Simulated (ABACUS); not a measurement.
Runs of ABACUS 3.10.1 on HPbNO4. The typed cell holds 7 atoms: a = 4.275 Å, b = 5.609 Å, c = 5.670 Å, α = 100.02°, β = 111.92°, γ = 111.82°. The cell was built by a generator and needn't be a form met in nature.

| level | potentials or basis | spin | cell | k mesh | cutoff (eV) | SCF threshold on the density | eigensolver | mixing share | symmetry key | mesh quality | gap on the mesh (eV) | pressure (GPa) | largest force (eV/Å) |
| --- | --- | --- | --- | --- | --- | --- | --- | --- | --- | --- | --- | --- | --- |
| M06-L | SG15 ONCV 1.2 PBE, plane waves | off | as given | 4 × 3 × 3 | 1320 | 1e-08 | dav | 0.7 | 1 | coarse | 3.22 | -3.2 | 0.71 |
| PBE | PseudoDojo NC SR 0.4.1 PBE standard, DZP LCAO (the cutoffs set its grid) | off | cell strained by +0.06 along c | 6 × 4 × 4 | 1361 | 1e-07 | genelpa | 0.7 | 1 | not flagged | 2.68 | -1.9 | 1.14 |
| PBE | PseudoDojo NC FR 0.4 PBE stringent, DZP LCAO (the cutoffs set its grid) | SOC, no magnetisation | as given | 5 × 4 × 4 | 1361 | 1e-07 | genelpa | 0.4 | 0 | not flagged | (b) | (a) | 1.58 |
| PBE | PseudoDojo NC SR 0.4.1 PBE standard, DZP LCAO (the cutoffs set its grid) | off | as given | 6 × 4 × 4 | 1361 | 1e-07 | genelpa | 0.7 | 1 | not flagged | 2.80 | 3.5 | 1.48 |
| PBE | PseudoDojo NC FR 0.4 PBE standard, DZP LCAO (the cutoffs set its grid) | off | as given | 5 × 4 × 4 | 1361 | 1e-07 | genelpa | 0.7 | 1 | not flagged | (c) | 3.5 | 1.49 |

Alike in all rows: task single point; smearing fermi-dirac 0.05 eV.

Q: Fill in the values left out.

A: (a) 2.8; (b) 2.84; (c) 2.90.

Caveats: some runs use coarse meshes; spin-orbit coupling is left out, which as a rule narrows the gap of such compounds by several tenths of an eV (some runs); the atomic orbitals were generated for these runs and aren't a published set (some runs); the basis of atomic orbitals isn't converged, which shifts pressures, moduli and gaps (some runs); forces of over 1 eV/Å show positions far from the minimum, so gaps and moduli don't describe the material at rest (some runs); an odd mesh through Γ misses points on the zone boundary, where band edges often lie (some runs); the potentials were made for another functional, which shifts forces and pressure (some runs).

A k mesh can miss the band edges, and rows without SOC leave out spin-orbit coupling on Pb.

The runs don't all hold the same shells in valence.
